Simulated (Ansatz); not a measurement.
# C3H10BFSi: molecular dynamics

The plan is to follow the molecule's vibrations and see whether its bonds hold. The start is relaxed first. Runs: 525 steps of 0.5 fs under a Nosé-Hoover thermostat at 300 K. SMILES of the start: CC(C)([SiH3])BF.

Method: RKS revPBE/STO-3G, in Ansatz 0.2.0.

### 1 The structure to begin with

Bond lengths (14 of 15 bonds, heavy atoms first): C1–C2 1.588 Å, C2–C3 1.528 Å, C2–Si4 1.814 Å, C2–B5 1.590 Å, B5–F6 1.465 Å, C1–H7 1.085 Å, C1–H8 1.085 Å, C1–H9 1.154 Å, C3–H10 1.158 Å, C3–H11 1.095 Å, C3–H12 1.080 Å, Si4–H13 1.512 Å, Si4–H14 1.471 Å, Si4–H15 1.531 Å. Angles (14 of 27 angles, heavy atoms first): C1–C2–C3 109.3°, C1–C2–Si4 111.7°, C1–C2–B5 110.2°, C3–C2–Si4 107.3°, C3–C2–B5 109.9°, Si4–C2–B5 108.4°, C2–B5–F6 121.4°, C2–C1–H7 110.0°, C2–C1–H8 107.2°, C2–C1–H9 106.1°, C2–C3–H10 108.4°, C2–C3–H11 111.4°, C2–C3–H12 112.3°, C2–Si4–H13 114.9°.

As a file:

```xyz
16

C     0.3649   -1.4431    0.6680
C     0.1076    0.0161    0.0977
C     1.0909    0.2962   -1.0372
Si   -1.5643    0.1832   -0.5849
B     0.2893    1.0955    1.2508
F     0.1576    2.5299    0.9814
H     1.3691   -1.5105    1.0737
H     0.2207   -2.1391   -0.1523
H    -0.4098   -1.5994    1.5085
H     2.1670    0.2220   -0.6162
H     0.9693    1.3120   -1.4289
H     1.0251   -0.4370   -1.8280
H    -1.8928    1.5521   -1.1358
H    -1.8601   -0.8007   -1.6379
H    -2.6116   -0.0952    0.4972
H     0.5543    0.7954    2.3882
```

### 2 Preparing the start

input.yaml reads:

```yaml
crystal:
  periodic: [false, false, false]
  atoms:
    - { symbol: C, position_ang: [0.3649, -1.4431, 0.668] }
    - { symbol: C, position_ang: [0.1076, 0.0161, 0.0977] }
    - { symbol: C, position_ang: [1.0909, 0.2962, -1.0372] }
    - { symbol: Si, position_ang: [-1.5643, 0.1832, -0.5849] }
    - { symbol: B, position_ang: [0.2893, 1.0955, 1.2508] }
    - { symbol: F, position_ang: [0.1576, 2.5299, 0.9814] }
    - { symbol: H, position_ang: [1.3691, -1.5105, 1.0737] }
    - { symbol: H, position_ang: [0.2207, -2.1391, -0.1523] }
    - { symbol: H, position_ang: [-0.4098, -1.5994, 1.5085] }
    - { symbol: H, position_ang: [2.167, 0.222, -0.6162] }
    - { symbol: H, position_ang: [0.9693, 1.312, -1.4289] }
    - { symbol: H, position_ang: [1.0251, -0.437, -1.828] }
    - { symbol: H, position_ang: [-1.8928, 1.5521, -1.1358] }
    - { symbol: H, position_ang: [-1.8601, -0.8007, -1.6379] }
    - { symbol: H, position_ang: [-2.6116, -0.0952, 0.4972] }
    - { symbol: H, position_ang: [0.5543, 0.7954, 2.3882] }
basis:
  gaussian: { orbitals: STO-3G }
hamiltonian:
  xc: revpbe
relax:
  f_tol: 0.02
  max_steps: 40
scf:
  lower_state_search: "off"
```

On the command line:

```bash
> ansatz run input.yaml --threads 1 --pin off --max-ram 2048MiB --backend cpu --events-out ev --progress --plain --runs-dir out
```

The log of the run, cut to the lines that bear on the results:

```text
Warning: RAYON_NUM_THREADS=1 ignored (pool sized by the plan → 1); use --threads N
[...]
Functional definition: revPBE
[...]
644 factors; integrals over basis functions are off by at most 2.1e-5 eV
[...]
mean field -14365.09117444 eV, -527.9073636523 hartree, gradient 3.3e-6 eV, S^2 0.000000; 0 other end points of the search recorded, 0 dependent functions left out
[...]
reference -14365.09120534 eV, -527.9073647876 hartree; 28, 28 occupied and 16, 16 virtual orbitals, 644 factors
relax step   1: F+E_penalty+E_count = -14365.09117444 eV  Δ(F+E_penalty+E_count) = +0.000e0 eV  max|allowed force component| = 4.722e0 eV/Å  Δτ_max = 0.0000 Å  (15 SCF iters, accepted)
[...]
relax step   4: F+E_penalty+E_count = -14365.97693249 eV  Δ(F+E_penalty+E_count) = -5.551e-3 eV  max|allowed force component| = 5.395e-1 eV/Å  Δτ_max = 0.1085 Å  (16 SCF iters, accepted)
[...]
relax step   7: F+E_penalty+E_count = -14366.01497577 eV  Δ(F+E_penalty+E_count) = -6.557e-3 eV  max|allowed force component| = 5.992e-1 eV/Å  Δτ_max = 0.2000 Å  (23 SCF iters, accepted)
[...]
relax step  10: F+E_penalty+E_count = -14366.03452921 eV  Δ(F+E_penalty+E_count) = -3.403e-3 eV  max|allowed force component| = 7.740e-2 eV/Å  Δτ_max = 0.0379 Å  (18 SCF iters, accepted)
[...]
relax step  11: F+E_penalty+E_count = -14366.03470236 eV  Δ(F+E_penalty+E_count) = -1.732e-4 eV  max|allowed force component| = 5.886e-2 eV/Å  Δτ_max = 0.0138 Å  (18 SCF iters, accepted)
[...]
Atom 1 at     0.146014     0.053725     0.111906 Å, force     0.006693    -0.008800     0.001508 eV/Å
Atom 2 at     1.131583     0.334308    -1.084782 Å, force    -0.001355     0.001557    -0.001400 eV/Å
Atom 3 at    -1.665939     0.151142    -0.529958 Å, force    -0.001481     0.003167     0.003124 eV/Å
Atom 4 at     0.251035     1.143175     1.273326 Å, force    -0.008390    -0.001348    -0.004946 eV/Å
Atom 5 at     0.821313     2.324919     1.064145 Å, force     0.002910     0.004805     0.003059 eV/Å
Atom 6 at     1.436720    -1.510063     1.034025 Å, force    -0.000522     0.000569    -0.000778 eV/Å
Atom 7 at     0.223211    -2.170432    -0.102966 Å, force    -0.000485    -0.000607     0.000697 eV/Å
Atom 8 at    -0.281535    -1.618042     1.530033 Å, force     0.000514     0.001193    -0.000489 eV/Å
Atom 9 at     2.187292     0.245714    -0.754123 Å, force     0.000116    -0.000478     0.000846 eV/Å
Atom 10 at     0.991877     1.357317    -1.490435 Å, force     0.000415    -0.000244    -0.001129 eV/Å
Atom 11 at     0.982196    -0.385734    -1.915999 Å, force     0.001101    -0.000938    -0.001210 eV/Å
Atom 12 at    -1.949038     1.481278    -1.057056 Å, force    -0.000944     0.000919    -0.000249 eV/Å
Atom 13 at    -1.856296    -0.822936    -1.599534 Å, force     0.000757     0.000481    -0.001209 eV/Å
Atom 14 at    -2.613171    -0.136850     0.539870 Å, force    -0.000816    -0.002060    -0.000652 eV/Å
Atom 15 at    -0.219925     0.928192     2.348926 Å, force     0.002365     0.001291     0.002860 eV/Å
Dipole moment:     0.021816     0.014264    -0.078091 e Å
Checks for a lower state left out: stability, starts, cluster_reference, orbital_swaps, neighbouring_geometries, increment
```

Run time: 41 s. Hardware: 1 thread of Arm Neoverse V1, shared host; peak memory 0.14 GiB.

Relaxation path:

```tsv
step	energy from step 1 (eV)	largest force component (eV/Å)
1	0.0000	4.7224
2	-0.7822	2.2225
3	-0.8802	0.3928
4	-0.8858	0.5395
5	-0.8996	0.4830
6	-0.9172	0.4062
7	-0.9238	0.5992
8	-0.9400	0.0995
9x	-0.9294	0.2757
10	-0.9434	0.0774
11	-0.9435	0.0589
12	-0.9437	0.0088
```

Step 1 is the start. 1 step was tried and not accepted (marked x).

After: Bond lengths (14 of 15 bonds, heavy atoms first): C1–C2 1.577 Å, C2–C3 1.575 Å, C2–Si4 1.925 Å, C2–B5 1.596 Å, B5–F6 1.329 Å, C1–H7 1.110 Å, C1–H8 1.110 Å, C1–H9 1.109 Å, C3–H10 1.110 Å, C3–H11 1.109 Å, C3–H12 1.110 Å, Si4–H13 1.459 Å, Si4–H14 1.459 Å, Si4–H15 1.458 Å. Angles (14 of 27 angles, heavy atoms first): C1–C2–C3 109.8°, C1–C2–Si4 108.2°, C1–C2–B5 110.9°, C3–C2–Si4 109.1°, C3–C2–B5 113.0°, Si4–C2–B5 105.7°, C2–B5–F6 121.4°, C2–C1–H7 110.8°, C2–C1–H8 111.4°, C2–C1–H9 111.3°, C2–C3–H10 110.8°, C2–C3–H11 111.3°, C2–C3–H12 111.7°, C2–Si4–H13 110.5°.

### 3 Dynamics

525 steps of 0.5 fs under a Nosé-Hoover thermostat at 300 K, from the relaxed start.

input.yaml reads:

```yaml
crystal:
  periodic: [false, false, false]
  atoms:
    - { symbol: C, position_ang: [0.391861, -1.398313, 0.676923] }
    - { symbol: C, position_ang: [0.146014, 0.053725, 0.111906] }
    - { symbol: C, position_ang: [1.131583, 0.334308, -1.084782] }
    - { symbol: Si, position_ang: [-1.665939, 0.151142, -0.529958] }
    - { symbol: B, position_ang: [0.251035, 1.143175, 1.273326] }
    - { symbol: F, position_ang: [0.821313, 2.324919, 1.064145] }
    - { symbol: H, position_ang: [1.43672, -1.510063, 1.034025] }
    - { symbol: H, position_ang: [0.223211, -2.170432, -0.102966] }
    - { symbol: H, position_ang: [-0.281535, -1.618042, 1.530033] }
    - { symbol: H, position_ang: [2.187292, 0.245714, -0.754123] }
    - { symbol: H, position_ang: [0.991877, 1.357317, -1.490435] }
    - { symbol: H, position_ang: [0.982196, -0.385734, -1.915999] }
    - { symbol: H, position_ang: [-1.949038, 1.481278, -1.057056] }
    - { symbol: H, position_ang: [-1.856296, -0.822936, -1.599534] }
    - { symbol: H, position_ang: [-2.613171, -0.13685, 0.53987] }
    - { symbol: H, position_ang: [-0.219925, 0.928192, 2.348926] }
basis:
  gaussian: { orbitals: STO-3G }
hamiltonian:
  xc: revpbe
md:
  timestep: 0.5
  n_steps: 525
  ensemble: nvt_nose_hoover
  temperature: 300.0
  initial_velocities: maxwell_boltzmann
  seed: 626849
  nose_hoover: { tau: 1.0, chain_length: 1 }
scf:
  lower_state_search: "off"
```

On the command line:

```bash
> ansatz run input.yaml --threads 1 --pin off --max-ram 2048MiB --backend cpu --events-out ev --progress --plain --runs-dir out
```

The log of the run, cut to the lines that bear on the results:

```text
Warning: RAYON_NUM_THREADS=1 ignored (pool sized by the plan → 1); use --threads N
[...]
Functional definition: revPBE
[...]
642 factors; integrals over basis functions are off by at most 1.7e-5 eV
[...]
mean field -14366.03490352 eV, -527.9420450560 hartree, gradient 4.8e-6 eV, S^2 0.000000; 0 other end points of the search recorded, 0 dependent functions left out
[...]
reference -14366.03493526 eV, -527.9420462225 hartree; 28, 28 occupied and 16, 16 virtual orbitals, 642 factors
md step     0: t =     0.00 fs  T =   300.0 K  F+E_penalty+E_count = -14366.03490352 eV  E_kin = 0.542892 eV  conserved = -14365.49201152 eV  (13 SCF iters)
[...]
md step    19: t =     9.50 fs  T =   303.3 K  F+E_penalty+E_count = -14365.32416682 eV  E_kin = 0.548901 eV  conserved = -14365.48883242 eV  (19 SCF iters)
[...]
md step    38: t =    19.00 fs  T =   217.5 K  F+E_penalty+E_count = -14365.66998119 eV  E_kin = 0.393670 eV  conserved = -14365.49089195 eV  (19 SCF iters)
[...]
md step    57: t =    28.50 fs  T =   264.9 K  F+E_penalty+E_count = -14365.24884809 eV  E_kin = 0.479460 eV  conserved = -14365.48873271 eV  (19 SCF iters)
[...]
md step    76: t =    38.00 fs  T =   433.7 K  F+E_penalty+E_count = -14365.18499397 eV  E_kin = 0.784808 eV  conserved = -14365.48865556 eV  (19 SCF iters)
md step    77: t =    38.50 fs  T =   403.7 K  F+E_penalty+E_count = -14365.24345043 eV  E_kin = 0.730619 eV  conserved = -14365.48947442 eV  (19 SCF iters)
md step    78: t =    39.00 fs  T =   316.5 K  F+E_penalty+E_count = -14365.28794439 eV  E_kin = 0.572815 eV  conserved = -14365.49007759 eV  (19 SCF iters)
```

### 4 More of the same log: dynamics from the start

Output, continued, cut to the lines that bear on the results:

```text
md step    79: t =    39.50 fs  T =   239.0 K  F+E_penalty+E_count = -14365.31718953 eV  E_kin = 0.432438 eV  conserved = -14365.49042706 eV  (19 SCF iters)
[...]
md step   105: t =    52.50 fs  T =   233.7 K  F+E_penalty+E_count = -14365.41225902 eV  E_kin = 0.422912 eV  conserved = -14365.49008709 eV  (19 SCF iters)
[...]
md step   131: t =    65.50 fs  T =   239.2 K  F+E_penalty+E_count = -14365.57578052 eV  E_kin = 0.432783 eV  conserved = -14365.48972672 eV  (19 SCF iters)
[...]
md step   157: t =    78.50 fs  T =   224.0 K  F+E_penalty+E_count = -14365.68270588 eV  E_kin = 0.405435 eV  conserved = -14365.49028105 eV  (19 SCF iters)
[...]
md step   183: t =    91.50 fs  T =   244.7 K  F+E_penalty+E_count = -14365.40642554 eV  E_kin = 0.442760 eV  conserved = -14365.48875827 eV  (19 SCF iters)
md step   184: t =    92.00 fs  T =   275.9 K  F+E_penalty+E_count = -14365.42537271 eV  E_kin = 0.499261 eV  conserved = -14365.48914656 eV  (19 SCF iters)
```

### 5 The log goes on: dynamics from the start

The log, continued, cut to the lines that bear on the results:

```text
md step   185: t =    92.50 fs  T =   327.1 K  F+E_penalty+E_count = -14365.45473651 eV  E_kin = 0.591912 eV  conserved = -14365.48970680 eV  (19 SCF iters)
[...]
md step   206: t =   103.00 fs  T =   275.3 K  F+E_penalty+E_count = -14365.63411191 eV  E_kin = 0.498175 eV  conserved = -14365.49040342 eV  (19 SCF iters)
[...]
md step   227: t =   113.50 fs  T =   250.9 K  F+E_penalty+E_count = -14365.26712119 eV  E_kin = 0.454105 eV  conserved = -14365.49051749 eV  (19 SCF iters)
[...]
md step   248: t =   124.00 fs  T =   289.8 K  F+E_penalty+E_count = -14365.47167260 eV  E_kin = 0.524383 eV  conserved = -14365.49009030 eV  (19 SCF iters)
[...]
md step   524: t =   262.00 fs  T =   323.8 K  F+E_penalty+E_count = -14365.68994904 eV  E_kin = 0.585968 eV  conserved = -14365.49117791 eV  (19 SCF iters)
[...]
Atom 8 at    -0.284983    -1.634381     1.558989 Å, force    -0.368806     0.158778     0.717925 eV/Å
Atom 9 at     2.201739    -0.017232    -0.955284 Å, force    -0.392327    -0.211846     0.297526 eV/Å
Atom 10 at     1.204938     1.394569    -1.330449 Å, force    -0.378238    -0.581700    -0.016422 eV/Å
Atom 11 at     0.774606    -0.246582    -2.030715 Å, force     0.330634     0.392868     0.345328 eV/Å
Atom 12 at    -1.888740     1.394972    -1.260442 Å, force    -0.028600     0.352928    -0.327350 eV/Å
Atom 13 at    -1.987613    -1.001778    -1.360096 Å, force     0.073932     0.132239    -0.073893 eV/Å
Atom 14 at    -2.479208     0.151512     0.635364 Å, force    -0.498952     0.006231     0.205370 eV/Å
Atom 15 at     0.049843     0.835020     2.388164 Å, force     0.284462    -0.268463    -0.111044 eV/Å
Dipole moment:     0.008761     0.009438    -0.151218 e Å
Checks for a lower state left out: stability, starts, cluster_reference, orbital_swaps, neighbouring_geometries, increment
```

It took 24 min on 1 thread of Arm Neoverse V1, shared host; peak memory 0.09 GiB.

### 6 Frames and traces

The trajectory, every 21 steps (energies from step 0):

```tsv
time (fs)	T (K)	potential energy change (meV/atom)	conserved energy change (meV/atom)
0.0	300	0.0	0.00
10.5	228	42.7	0.17
21.0	342	21.3	0.06
31.5	234	52.3	0.18
42.0	368	41.7	0.13
52.5	234	38.9	0.12
63.0	356	31.9	0.15
73.5	231	29.7	0.09
84.0	333	24.1	0.13
94.5	264	34.1	0.10
105.0	290	32.4	0.14
115.5	327	56.7	0.20
126.0	293	34.4	0.13
136.5	307	43.8	0.15
147.0	275	19.9	0.05
157.5	346	43.7	0.20
168.0	237	14.6	0.02
178.5	431	36.2	0.16
189.0	202	37.8	0.14
199.5	452	52.8	0.25
210.0	207	51.5	0.20
220.5	362	34.5	0.13
231.0	247	36.2	0.18
241.5	404	28.1	0.14
252.0	250	25.7	0.17
262.5	328	19.6	0.04
```

time (fs), T (K) and a bar:
```
      0.0        300 ##############
     11.5        274 #########
     23.0        260 #######
     34.0        383 #############################
     45.5        245 ####
     57.0        249 #####
     68.5        312 ################
     80.0        340 #####################
     91.5        245 ####
    102.5        341 #####################
    114.0        315 #################
    125.5        246 ####
    137.0        253 #####
    148.5        371 ###########################
    160.0        344 ######################
    171.0        223 
    182.5        388 ##############################
    194.0        288 ############
    205.5        245 ####
    217.0        272 #########
    228.5        340 #####################
    239.5        225 
    251.0        272 #########
    262.5        328 ###################
```

Maxima of the velocity power spectrum (cm⁻¹, relative height; resolution about 250 cm⁻¹): 190 (99), 980 (100), 1520 (77), 2480 (43).

### 7 Snapshots as a file

Extended XYZ, with forces in eV/Å:

```xyz
16
time_fs=44.0 T=257 dE=0.6538
C     0.449   -1.476    0.577   -1.036    1.614    1.279
C     0.149    0.019    0.136    0.320   -0.908    0.126
C     1.199    0.400   -0.933    0.404    0.231   -0.838
Si   -1.669    0.220   -0.450    0.819   -1.610   -1.060
B     0.144    1.126    1.230   -1.110    1.269    0.542
F     0.815    2.242    0.913   -0.089   -0.067    0.844
H     1.452   -1.600    0.991    0.878    0.057   -0.354
H     0.245   -2.188   -0.211   -0.043   -0.739   -0.755
H    -0.192   -1.672    1.440   -0.671   -0.599    0.333
H     2.136    0.654   -0.398    0.245   -0.085   -0.342
H     0.924    1.274   -1.557   -0.086    0.143    0.151
H     1.392   -0.429   -1.637    0.119   -0.175   -0.029
H    -2.036    1.470   -0.974   -0.085    1.488   -0.267
H    -1.826   -0.702   -1.540   -0.014   -0.328   -0.590
H    -2.651   -0.210    0.457   -0.781   -0.213    1.296
H    -0.714    1.160    2.115    1.131   -0.080   -0.335
16
time_fs=87.5 T=226 dE=0.4318
C     0.339   -1.407    0.691    1.345   -0.279   -0.296
C     0.189    0.028    0.121   -1.149    0.001   -0.950
C     1.152    0.287   -1.077   -0.004    0.699   -0.847
Si   -1.682    0.168   -0.536    1.096    0.295    1.066
B     0.378    1.086    1.226   -0.891    2.461    1.744
F     0.751    2.384    1.072    0.114   -1.299   -0.539
H     1.345   -1.464    1.150    0.323   -0.445   -0.331
H     0.253   -2.167   -0.123   -0.030    0.013    0.467
H    -0.315   -1.632    1.530   -1.022   -0.126    0.271
H     2.218    0.242   -0.752   -0.160   -0.087   -0.198
H     0.940    1.325   -1.434    0.423   -0.127    0.028
H     1.011   -0.356   -1.984    0.032   -0.160    0.602
H    -2.093    1.552   -0.839    0.141   -0.406   -0.026
H    -1.578   -0.642   -1.732   -0.578   -0.154   -0.256
H    -2.558   -0.371    0.528    0.126    0.063   -0.604
H    -0.044    0.895    2.337    0.237   -0.450   -0.130
16
time_fs=131.0 T=411 dE=0.6811
C     0.382   -1.375    0.722   -0.388   -0.692    0.587
C     0.201    0.075    0.126   -0.659   -1.061   -0.376
C     1.052    0.171   -1.168    0.394    0.484   -1.108
Si   -1.627    0.172   -0.574   -0.342   -0.875   -0.878
B     0.411    1.079    1.269    0.605    4.207    0.963
F     0.691    2.456    1.177   -0.500   -3.097   -0.334
H     1.442   -1.653    0.991   -0.493    0.484   -0.392
H     0.035   -2.052   -0.081    0.102   -0.676    0.301
H    -0.225   -1.556    1.668    0.349    0.249   -1.033
H     2.058   -0.309   -1.071   -0.261    0.393    0.077
H     1.149    1.232   -1.480    0.437    0.031    0.125
H     0.533   -0.307   -2.030    0.286   -0.282    0.200
H    -1.956    1.539   -1.087    0.164   -0.798    0.350
H    -1.726   -0.861   -1.724    0.222    1.339    1.214
H    -2.619   -0.310    0.399    0.158    0.420   -0.021
H     0.259    0.708    2.380   -0.072   -0.126    0.323
16
time_fs=175.0 T=239 dE=0.6244
C     0.420   -1.455    0.624   -0.891   -0.282    0.366
C     0.224    0.039    0.110   -1.727   -2.628   -1.306
C     1.177    0.317   -1.035    0.768    0.006   -0.986
Si   -1.627    0.232   -0.476   -0.742    0.430    0.323
B     0.232    1.037    1.223    1.433    3.941    1.922
F     0.671    2.313    0.995   -0.507   -1.180   -0.035
H     1.465   -1.622    0.970   -0.213    0.123    0.118
H     0.171   -2.319   -0.077    0.144    1.196    0.157
H    -0.293   -1.527    1.482    0.573   -0.534    0.038
H     2.193    0.308   -0.626    0.703    0.093   -0.053
H     1.024    1.290   -1.549   -0.094   -0.205   -0.018
H     1.108   -0.532   -1.738    0.126    0.238   -0.558
H    -1.919    1.441   -1.214    0.525    0.400   -0.248
H    -2.161   -0.802   -1.342    0.209   -0.501    0.111
H    -2.505    0.421    0.683    0.139   -0.469   -0.016
H    -0.035    0.874    2.362   -0.447   -0.625    0.184
16
time_fs=219.0 T=303 dE=0.6632
C     0.402   -1.514    0.546   -0.709    0.233    0.382
C     0.200   -0.006    0.153   -1.139   -1.026    0.460
C     1.193    0.365   -0.907    1.690    1.179   -2.047
Si   -1.647    0.219   -0.455    1.419    1.303    0.763
B     0.228    1.103    1.237    0.106    0.969    2.316
F     0.717    2.327    0.895   -0.689   -1.163    0.757
H     1.353   -1.757    1.067   -0.230    0.321    0.276
H     0.407   -2.101   -0.373    0.063   -0.452   -0.714
H    -0.489   -1.861    1.105    0.355   -0.213    0.542
H     2.234    0.587   -0.521   -0.700   -0.465   -0.108
H     0.850    1.320   -1.371    0.363   -0.277   -0.358
H     1.273   -0.427   -1.683    0.110    0.267   -0.147
H    -1.745    1.376   -1.326   -0.021    0.106   -0.122
H    -2.211   -0.891   -1.067   -0.585   -1.649   -0.982
H    -2.400    0.470    0.734   -0.610    0.180    0.503
H    -0.188    0.865    2.404    0.576    0.687   -1.521
16
time_fs=262.5 T=328 dE=0.3141
C     0.359   -1.385    0.719    0.362   -0.857   -1.828
C     0.175    0.017    0.110   -0.216    1.640   -0.230
C     1.137    0.292   -1.111    0.310    0.057   -0.798
Si   -1.657    0.167   -0.547    0.769   -0.410    0.814
B     0.394    1.090    1.266   -1.130    1.037    0.669
F     0.711    2.380    1.086    0.272   -0.622   -0.415
H     1.415   -1.500    0.970    0.556   -0.375    0.572
H     0.147   -2.111   -0.092    0.055   -0.451    0.179
H    -0.285   -1.634    1.559   -0.369    0.159    0.718
H     2.202   -0.017   -0.955   -0.392   -0.212    0.297
H     1.205    1.395   -1.330   -0.378   -0.582   -0.016
H     0.775   -0.247   -2.031    0.331    0.393    0.345
H    -1.889    1.395   -1.260   -0.029    0.353   -0.327
H    -1.988   -1.002   -1.360    0.074    0.132   -0.074
H    -2.479    0.151    0.635   -0.499    0.006    0.205
H     0.050    0.835    2.388    0.284   -0.269   -0.111
```

### 8 Results

```
                              quantity                          value
               relaxation of the start       10 moves, 0.944 eV lower
                                length            525 steps of 0.5 fs
      temperature, first and last step                  300 and 328 K
              temperature, second half  mean 300 K, from 178 to 499 K
         potential energy, second half    +35 meV/atom from the start
largest change of the conserved energy                  0.44 meV/atom
                bonds formed or broken                              0
```

Against a set 300 K the second half averages 300 K with a spread of 73 K. A thermostat time of 1 fs is as short as the fastest vibrations or shorter, so the thermostat can drive swings of its own. The conserved energy strays from its start by at most 0.44 meV/atom, 1.3 % of the mean kinetic energy, which is good for a step of 0.5 fs. The bonds all hold. Averages from a run of 262 fs with 16 atoms are rough. The nuclei move classically, without zero-point motion, which matters most for hydrogen. The basis is very small, so the numbers are rough.
